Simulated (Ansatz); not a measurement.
# TaTe (zincblende): how the settings move a single-point run

Question: which choices in the input matter for TaTe (zincblende)?

Program: Ansatz 0.2.0. Level of theory: reference: DFT PBE, scalar-relativistic, plane waves, PAW. These are calculated values, not measurements.

1 further run of the same task is left out (it didn't finish). Runs told in other sessions of the task aren't counted.

### 1 The structure to begin with

The structure is cubic, space group F-43m (No. 216). Conventional cell: a = 6.320 Å, b = 6.320 Å, c = 6.320 Å, α = 90.00°, β = 90.00°, γ = 90.00°. Around Ta (site symmetry -43m) lie 4 Te at 2.74 Å. Around Te (site symmetry -43m) lie 4 Ta at 2.74 Å.

As a file:

```cif
data_structure
_symmetry_space_group_name_H-M 'F-43m'
_symmetry_Int_Tables_number 216
_cell_length_a 6.3199
_cell_length_b 6.3199
_cell_length_c 6.3199
_cell_angle_alpha 90.000
_cell_angle_beta 90.000
_cell_angle_gamma 90.000
_cell_volume 252.42
loop_
_atom_site_label
_atom_site_type_symbol
_atom_site_symmetry_multiplicity
_atom_site_Wyckoff_symbol
_atom_site_fract_x
_atom_site_fract_y
_atom_site_fract_z
_atom_site_occupancy
Ta1 Ta 4 a 0.00000 0.00000 0.00000 1
Te1 Te 4 d 0.25000 0.25000 0.75000 1
```

### 2 Reference

input.yaml reads:

```yaml
crystal:
  lattice:
    - [0.0, 3.1599278669, 3.1599278669]
    - [3.1599278669, 0.0, 3.1599278669]
    - [3.1599278669, 3.1599278669, 0.0]
  atoms:
    - { symbol: Ta, position: [0.0, 0.0, 0.0], spin: 1.37 }
    - { symbol: Te, position: [0.25, 0.25, 0.25] }
basis:
  ecutwfc: 420
  ecutrho_ratio: 4
kpoints:
  mp_grid: { grid: [10, 10, 10] }
hamiltonian:
  xc: pbe
scf:
  occupations: { method: gaussian, width: 0.05 }
output:
  forces: true
  stress: true
  eigenvalues: true
  populations: true
magnetization:
  spin_polarized: true
```

The run is started by

```sh
$ ansatz run input.yaml --threads 2 --pin off --max-ram 2662MiB --backend cpu --events-out ev --progress --plain --runs-dir out
```

Excerpt of the output:

```text
[...]
Basis set: ecut = 420 eV, 1243 PW (Γ), exchange–correlation on 60×60×60 points (8 copies of the dense FFT grid, shifted against one another)
[...]
Magnetic group: BNS 216.74 (UNI 1576), of the structure as read, at distance tolerance 4.0e-5 Å
k-points: 47 of 1000 (time reversal used)
[...]
SCF iter   1: F=—  HF=-16910.123326 eV  |F-HF|=—  |Δ(HF+E_count)|=         —  Δρ=1.41e-2 (↑1.41e-2 ↓1.26e-2)  dr2=2.78e-1  dr2_m=2.22e-2  M=1.413 μB ∫|m|=1.449 μB  β_m=0.30  ethr=9.53e-4  ⟨swp⟩=1.0  Hψ=12729  notcnv=0
[...]
preconditioner: auto → Kerker (q_TF=auto, 2.397 Å⁻¹)  [metal: Δε(μ)=0.017 eV  Ē_g=7.528 eV  σ=0.050 eV  W_gap=0.19  n_scr=14 (ndim 8)  ℏωp=15.5 eV  f_vac=0.003  D(μ)=4.39/eV (n_scr^D=58)]
[...]
SCF iter   2: F=—  HF=-16910.152520 eV  |F-HF|=—  |Δ(HF+E_count)|=   2.92e-2  Δρ=1.17e-2 (↑1.17e-2 ↓1.04e-2)  dr2=1.69e-1  dr2_m=2.22e-2  M=1.589 μB ∫|m|=1.631 μB  β_m=0.65  ethr=9.53e-4  ⟨swp⟩=1.2  Hψ=1904  notcnv=0
[...]
SCF iter  10: F=—  HF=-16910.296360 eV  |F-HF|=—  |Δ(HF+E_count)|=   6.21e-7  Δρ=5.08e-6 (↑5.08e-6 ↓4.06e-6)  dr2=8.65e-8  dr2_m=2.13e-9  M=2.066 μB ∫|m|=2.169 μB  β_m=1.00  ethr=2.50e-9  ⟨swp⟩=2.0  Hψ=2307  notcnv=0  defer=34
SCF iter  11: F=-16910.296360 eV  HF=-16910.296360 eV  |F-HF|=3.93e-9  |Δ(HF+E_count)|=   4.70e-8  Δρ=1.43e-6 (↑1.43e-6 ↓1.28e-6)  dr2=9.74e-9  dr2_m=1.44e-10  M=2.066 μB ∫|m|=2.169 μB  ethr=2.98e-10  ⟨swp⟩=4.2  Hψ=6473  notcnv=0
[...]
SCF converged after 11 iterations
Magnetization: 2.0664 μB (15.5332 up, 13.4668 down)
[...]
Free energy (F): -16910.296360 eV
[...]
E sigma→0 (E₀):  -16910.294825 eV
[...]
Fermi energy:    9.956223 eV
[...]
  P = ⅓ Tr σ = -0.0026 GPa (-0.026 kbar)
[...]
```

Wall time 16 s (2 threads of Arm Neoverse N1, shared host); peak memory 0.43 GiB.

### 3 Changed: mp_grid.grid [15, 15, 15], n_extra_bands 1

input.yaml reads:

```yaml
crystal:
  lattice:
    - [0.0, 3.1599278669, 3.1599278669]
    - [3.1599278669, 0.0, 3.1599278669]
    - [3.1599278669, 3.1599278669, 0.0]
  atoms:
    - { symbol: Ta, position: [0.0, 0.0, 0.0], spin: 2.0 }
    - { symbol: Te, position: [0.25, 0.25, 0.25] }
basis:
  ecutwfc: 420
  ecutrho_ratio: 4
kpoints:
  mp_grid: { grid: [15, 15, 15] }
hamiltonian:
  xc: pbe
scf:
  occupations: { method: gaussian, width: 0.05 }
  n_extra_bands: 1
output:
  forces: true
  stress: true
  write_density: true
  write_potential: true
  elf: true
  volumetric_format: npy
magnetization:
  spin_polarized: true
```

The run is started by

```sh
$ ansatz run input.yaml --threads 2 --pin off --max-ram 2662MiB --backend cpu --events-out ev --progress --plain --runs-dir out
```

Output (excerpt; [...] marks lines left out):

```text
Warning: the band count 16 (scf.n_extra_bands) hosts the net moment |M| = 2.0000 μB (N_el = 29) but caps the reachable moment at 2·n_bands − N_el = 3.0000 μB, below the 20 bands that the automatic rule leaves for it — a moment growing past the seed, or the majority channel's smearing [...]
Warning: RAYON_NUM_THREADS=2 ignored (pool sized by the plan → 2); use --threads N
scf.n_extra_bands = 1 over 15 filled bands (N_el = 29.0): the run solves 16 bands
[...]
Pseudopotentials: kind: paw
Pseudopotential: Ta, paw, valence charge 13, recommended cutoff 420 eV (normal), Ta.paw.azcp
Pseudopotential: Te, paw, valence charge 16, recommended cutoff 420 eV (normal), Te.paw.azcp
Functional definition: PBE
[...]
Crystal: 2 atoms, lattice volume = 63.105 Å³
Basis set: ecut = 420 eV, 1243 PW (Γ), exchange–correlation on 60×60×60 points (8 copies of the dense FFT grid, shifted against one another)
Bands: 16, of which v1, the nominal top of the filled ones, is band 15 counted from 1 (14 counted from 0)
Symmetry: 24 space group operations
Space group: F-43m (ITA 216), of the structure as read, at distance tolerance 4.0e-5 Å
Magnetic group: BNS 216.74 (UNI 1576), of the structure as read, at distance tolerance 4.0e-5 Å
k-points: 120 of 3375 (time reversal used)
[...]
Starting moments: Σ|m| = 2 μB on 1 of 2 sites
[...]
SCF iter   1: F=—  HF=-16910.092337 eV  |F-HF|=—  |Δ(HF+E_count)|=         —  Δρ=1.52e-2 (↑1.52e-2 ↓1.39e-2)  dr2=2.65e-1  dr2_m=4.45e-2  M=1.710 μB ∫|m|=1.786 μB  β_m=0.30  ethr=9.04e-4  ⟨swp⟩=1.0  Hψ=22894  notcnv=0
[...]
spin=Collinear: Kerker preconditioning applied to the charge; magnetization (m = ρ↑ − ρ↓) channel mixes plain (no charge-response kernel on spin).
[...]
SCF iter  10: F=-16910.295244 eV  HF=-16910.295244 eV  |F-HF|=6.61e-9  |Δ(HF+E_count)|=   2.14e-8  Δρ=1.64e-6 (↑1.57e-6 ↓1.64e-6)  dr2=1.45e-8  dr2_m=5.99e-11  M=2.087 μB ∫|m|=2.191 μB  ethr=1.99e-10  ⟨swp⟩=6.1  Hψ=24483  notcnv=0
[...]
the search or the solves at the SCF's close seem to have found levels that the self-consistency loop had missed (the run counts 1). By its estimate they hold under 1e-12 electrons; where the run keeps them, the occupations were computed again with them
SCF converged after 10 iterations
Magnetization: 2.0871 μB (15.5436 up, 13.4564 down)
Absolute magnetization: 2.1930 μB (∫|ρ↑−ρ↓|, with the PAW one-centre terms)
Spin contamination: 0.0144 ħ² per cell (⟨S²⟩ above its minimum at these occupations)
Per-site moments (μB) at R_I (Å): [(1.269217338962538, 1.128838345330481), (-0.020607468348159887, 1.128838345330481)]
Free energy (F): -16910.295244 eV
[...]
E sigma→0 (E₀):  -16910.293496 eV
Entropy (-TS):   -0.003495 eV (-1.747 meV/atom)
Fermi energy:    9.957459 eV
[...]
--- Forces (eV/Å), atoms counted from 1 ---
  atom   1  Ta     0.00000000    -0.00000000    -0.00000000
  atom   2  Te    -0.00000000     0.00000000     0.00000000
[...]
--- Stress (GPa, compression-positive) ---
        0.058509      -0.000000       0.000000
       -0.000000       0.058509      -0.000000
        0.000000      -0.000000       0.058509
  P = ⅓ Tr σ = 0.0585 GPa (0.585 kbar)
--- Band table (eV; the first three rows and the last of 240) ---
  k-point 0 ↑: bands = ["-58.5251", "-27.5092", "-27.5092", "-27.5092", "-27.4651", "-27.4651", "-25.1718", "-25.1718", "-25.1718", "-2.8275", "5.9229", "5.9229", "5.9229", "9.4412", "9.4412", "10.5060"]
[...]
```

Wall time 34 s (2 threads of Arm Neoverse N1, shared host); peak memory 0.52 GiB.

Changing the k-point mesh and band count moves the energy by +0.6 meV/atom. Sampling errors of the energy have no fixed sign.

### 4 Changing settings: ecutwfc 22.0 Ry

input.yaml, as its differences from that of step 2:

```diff
@@ -6,6 +6,6 @@
   atoms:
-    - { symbol: Ta, position: [0.0, 0.0, 0.0], spin: 1.37 }
+    - { symbol: Ta, position: [0.0, 0.0, 0.0], spin: 2.0 }
     - { symbol: Te, position: [0.25, 0.25, 0.25] }
 basis:
-  ecutwfc: 420
+  ecutwfc: "22.0 Ry"
   ecutrho_ratio: 4
@@ -20,4 +20,2 @@
   stress: true
-  eigenvalues: true
-  populations: true
 magnetization:
```

The run is started by

```sh
$ ansatz run input.yaml --threads 2 --pin off --max-ram 2662MiB --backend cpu --events-out ev --progress --plain --runs-dir out
```

Output (excerpt; [...] marks lines left out):

```text
Warning: basis.ecutwfc = 299.325248705868 eV is below the records' recommended 420 eV, and the density's cutoff is lower with it unless basis.ecutrho_ratio is high enough to keep the records' density cutoff: compare with a run at a higher cutoff
Warning: basis.ecutrho_ratio = 4 (ecutrho = 1197.300994823472 eV) is below the records' recommended 1680 eV
Warning: RAYON_NUM_THREADS=2 ignored (pool sized by the plan → 2); use --threads N
[...]
[... 4 set-up lines as earlier in the session ...]
[...]
Crystal: 2 atoms, lattice volume = 63.105 Å³
Basis set: ecut = 299.325248705868 eV, 725 PW (Γ), exchange–correlation on 54×54×54 points (8 copies of the dense FFT grid, shifted against one another)
Bands: 20, of which v1, the nominal top of the filled ones, is band 15 counted from 1 (14 counted from 0)
[... 1 set-up line as earlier in the session ...]
[...]
spin=Collinear: Kerker preconditioning applied to the charge; magnetization (m = ρ↑ − ρ↓) channel mixes plain (no charge-response kernel on spin).
[...]
SCF iter  10: F=-16910.219676 eV  HF=-16910.219676 eV  |F-HF|=4.27e-9  |Δ(HF+E_count)|=   1.23e-7  Δρ=2.61e-6 (↑2.61e-6 ↓2.26e-6)  dr2=3.32e-8  dr2_m=3.82e-10  M=2.066 μB ∫|m|=2.169 μB  ethr=3.45e-10  ⟨swp⟩=2.0  Hψ=6340  notcnv=0
[...]
SCF converged after 10 iterations
Magnetization: 2.0662 μB (15.5331 up, 13.4669 down)
Absolute magnetization: 2.1707 μB (∫|ρ↑−ρ↓|, with the PAW one-centre terms)
Spin contamination: 0.0146 ħ² per cell (⟨S²⟩ above its minimum at these occupations)
Per-site moments (μB) at R_I (Å): [(1.2598861426067023, 1.128838345330481), (-0.02068791239894281, 1.128838345330481)]
Free energy (F): -16910.219676 eV
[...]
E sigma→0 (E₀):  -16910.218143 eV
Entropy (-TS):   -0.003068 eV (-1.534 meV/atom)
Fermi energy:    9.956367 eV
[...]
--- Forces (eV/Å), atoms counted from 1 ---
  atom   1  Ta     0.00000000    -0.00000000    -0.00000000
  atom   2  Te    -0.00000000     0.00000000     0.00000000
[...]
--- Stress (GPa, compression-positive) ---
        0.034288      -0.000000       0.000000
        0.000000       0.034288      -0.000000
        0.000000      -0.000000       0.034288
  P = ⅓ Tr σ = 0.0343 GPa (0.343 kbar)
```

Run time: 7.7 s. Hardware: 2 threads of Arm Neoverse N1, shared host; peak memory 0.36 GiB.

Changing the cutoff moves the energy by +38.3 meV/atom. The lower cutoff gives the higher energy: the smaller basis describes the state less well. The log warns that the cutoff is under what these potentials recommend, so the shift is basis error. These settings are too coarse to quote as the system's properties.

### 5 Changed: mp_grid.grid [12, 12, 12]

input.yaml reads:

```yaml
crystal:
  lattice:
    - [0.0, 3.1599278669, 3.1599278669]
    - [3.1599278669, 0.0, 3.1599278669]
    - [3.1599278669, 3.1599278669, 0.0]
  atoms:
    - { symbol: Ta, position: [0.0, 0.0, 0.0], spin: 2.0 }
    - { symbol: Te, position: [0.25, 0.25, 0.25] }
basis:
  ecutwfc: 420
  ecutrho_ratio: 4
kpoints:
  mp_grid: { grid: [12, 12, 12] }
hamiltonian:
  xc: pbe
scf:
  occupations: { method: gaussian, width: 0.05 }
output:
  forces: true
  stress: true
magnetization:
  spin_polarized: true
```

The run is started by

```sh
$ ansatz run input.yaml --threads 2 --pin off --max-ram 2662MiB --backend cpu --events-out ev --progress --plain --runs-dir out
```

Output (excerpt; [...] marks lines left out):

```text
Warning: RAYON_NUM_THREADS=2 ignored (pool sized by the plan → 2); use --threads N
[...]
[... 4 set-up lines as earlier in the session ...]
[...]
Crystal: 2 atoms, lattice volume = 63.105 Å³
Basis set: ecut = 420 eV, 1243 PW (Γ), exchange–correlation on 60×60×60 points (8 copies of the dense FFT grid, shifted against one another)
Bands: 20, of which v1, the nominal top of the filled ones, is band 15 counted from 1 (14 counted from 0)
[... 2 set-up lines as earlier in the session ...]
Magnetic group: BNS 216.74 (UNI 1576), of the structure as read, at distance tolerance 4.0e-5 Å
k-points: 72 of 1728 (time reversal used)
[...]
SCF converged after 11 iterations
Magnetization: 2.1363 μB (15.5682 up, 13.4318 down)
Absolute magnetization: 2.2435 μB (∫|ρ↑−ρ↓|, with the PAW one-centre terms)
Spin contamination: 0.0143 ħ² per cell (⟨S²⟩ above its minimum at these occupations)
Per-site moments (μB) at R_I (Å): [(1.2935520501159172, 1.128838345330481), (-0.02067316514881826, 1.128838345330481)]
Free energy (F): -16910.295124 eV
[...]
E sigma→0 (E₀):  -16910.293435 eV
Entropy (-TS):   -0.003377 eV (-1.689 meV/atom)
Fermi energy:    9.963489 eV
[...]
--- Forces (eV/Å), atoms counted from 1 ---
  atom   1  Ta     0.00000000    -0.00000000     0.00000000
  atom   2  Te    -0.00000000     0.00000000     0.00000000
[...]
--- Stress (GPa, compression-positive) ---
        0.179716       0.000000       0.000000
       -0.000000       0.179716      -0.000000
        0.000000      -0.000000       0.179716
  P = ⅓ Tr σ = 0.1797 GPa (1.797 kbar)
```

Run time: 20 s. Hardware: 2 threads of Arm Neoverse N1, shared host; peak memory 0.47 GiB.

Changing the k-point mesh moves the energy by +0.6 meV/atom, and the absolute moment goes from 2.17 to 2.24 μB. The energy is not variational in the mesh, so the sign tells nothing.

### 6 Changed: pseudopotentials.kind nc, occupations.method cold, accuracy high

input.yaml reads:

```yaml
crystal:
  lattice:
    - [0.0, 3.1599278669, 3.1599278669]
    - [3.1599278669, 0.0, 3.1599278669]
    - [3.1599278669, 3.1599278669, 0.0]
  atoms:
    - { symbol: Ta, position: [0.0, 0.0, 0.0], spin: 2.0 }
    - { symbol: Te, position: [0.25, 0.25, 0.25] }
basis:
  ecutwfc: 420
  ecutrho_ratio: 4
kpoints:
  mp_grid: { grid: [10, 10, 10] }
hamiltonian:
  xc: pbe
  pseudopotentials: { kind: nc }
scf:
  occupations: { method: cold, width: 0.05 }
output:
  forces: true
  stress: true
magnetization:
  spin_polarized: true
accuracy: high
```

The run is started by

```sh
$ ansatz run input.yaml --threads 2 --pin off --max-ram 2662MiB --backend cpu --events-out ev --progress --plain --runs-dir out
```

Output (excerpt; [...] marks lines left out):

```text
Warning: basis.ecutwfc = 420 eV is below the records' recommended 1120 eV, and the density's cutoff is lower with it unless basis.ecutrho_ratio is high enough to keep the records' density cutoff: compare with a run at a higher cutoff
Warning: basis.ecutrho_ratio = 4 (ecutrho = 1680 eV) is below the records' recommended 4480 eV
Warning: RAYON_NUM_THREADS=2 ignored (pool sized by the plan → 2); use --threads N
[...]
Pseudopotentials: kind: nc
Pseudopotential: Ta, nc, valence charge 27, recommended cutoff 1000 eV (normal), Ta.nc.azcp
Pseudopotential: Te, nc, valence charge 16, recommended cutoff 1120 eV (normal), Te.nc.azcp
[... 1 set-up line as earlier in the session ...]
[...]
Crystal: 2 atoms, lattice volume = 63.105 Å³
Basis set: ecut = 420 eV, 1243 PW (Γ), exchange–correlation on 72×72×72 points (8 copies of the dense FFT grid, shifted against one another)
Bands: 27, of which v1, the nominal top of the filled ones, is band 22 counted from 1 (21 counted from 0)
[... 2 set-up lines as earlier in the session ...]
[...]
this state was not tested for a lower state beside it, because cold or Methfessel-Paxton smearing, or corrected tetrahedra, fill the levels in a way that the test cannot read (fill_not_monotonic; see scf.lower_state_search)
SCF converged after 15 iterations
Magnetization: 2.2900 μB (22.6450 up, 20.3550 down)
Absolute magnetization: 2.4336 μB (∫|ρ↑−ρ↓|)
Spin contamination: 0.0163 ħ² per cell (⟨S²⟩ above its minimum at these occupations)
Per-site moments (μB) at R_I (Å): [(1.6543092705539133, 1.128838345330481), (-0.04753129952493651, 1.128838345330481)]
Free energy (F): -10722.588158 eV
[...]
E sigma→0 (E₀):  -10722.588246 eV
Entropy (-TS):   0.000263 eV (0.132 meV/atom)
Fermi energy:    11.853965 eV
[...]
--- Forces (eV/Å), atoms counted from 1 ---
  atom   1  Ta     0.00000000    -0.00000000    -0.00000000
  atom   2  Te    -0.00000000     0.00000000    -0.00000000
[...]
--- Stress (GPa, compression-positive) ---
      -13.722778      -0.000000       0.000000
       -0.000000     -13.722778      -0.000000
        0.000000      -0.000000     -13.722778
  P = ⅓ Tr σ = -13.7228 GPa (-137.228 kbar)
```

Wall time 25 s (2 threads of Arm Neoverse N1, shared host); peak memory 0.37 GiB.

A change of potentials puts the total energy on another scale; the pressure goes from 0.0 to -13.7 GPa and the absolute moment goes from 2.17 to 2.43 μB. The smearing and accuracy level changed too. The cutoff is far under what these potentials recommend, so these values carry a basis error that can be large.

### 7 Comparison

```tsv
run	ending	energy change	pressure (GPa)	gap (eV)	abs. moment (μB)	force (eV/Å)	cycles	time
reference	converged	0	0.0	0.00	2.17	0.00	11	16 s
1: mp_grid.grid [15, 15, 15], n_extra_bands 1	converged	+0.6 meV/atom	0.1	0.00	2.19	0.00	10	34 s
2: ecutwfc 22.0 Ry	converged	+38.3 meV/atom	0.0	0.00	2.17	0.00	10	7.7 s
3: mp_grid.grid [12, 12, 12]	converged	+0.6 meV/atom	0.2	0.00	2.24	0.00	11	20 s
4: pseudopotentials.kind nc, occupations.method cold, accuracy high	converged	not comparable	-13.7	0.00	2.43	0.00	15	25 s
```

Times don't compare one to one where runs were asked for different outputs or read a saved state (see the inputs); cycles may leave out searches for a lower state.

Residual by cycle in the longest SCF loop of each run; runs are numbered as in the table. The quantity is the density residual dr2, in eV.

```tsv
cycle	reference	run 1	run 2	run 3	run 4
1	0.278	0.265	0.275	0.276	78.9
2	0.169	0.174	0.172	0.172	35.1
4	0.00331	0.00173	0.00202	0.00181	0.166
5	0.00125	6.8e-4	7.6e-4	7.0e-4	0.0163
6	8.4e-5	3.8e-5	3.9e-5	6.7e-5	0.00372
7	1.1e-5	1.2e-6	1.6e-5	2.7e-5	6.4e-4
9	7.3e-7	5.8e-8	1.5e-7	2.2e-7	1.6e-5
10	8.7e-8	1.5e-8	3.3e-8	3.4e-8	1.2e-6
11	9.7e-9	-	-	4.4e-9	2.4e-7
12	-	-	-	-	1.6e-8
14	-	-	-	-	1.1e-10
15	-	-	-	-	2.1e-12
```

**Reading.** Of the converged runs whose energies compare with the reference's, «ecutwfc 22.0 Ry» moves the energy most (+38.3 meV/atom). Runs 2 and 4 ran under the cutoff that the potentials recommend, as the log warns, so basis error is mixed into their values, and swamps them where the cutoff is far short.
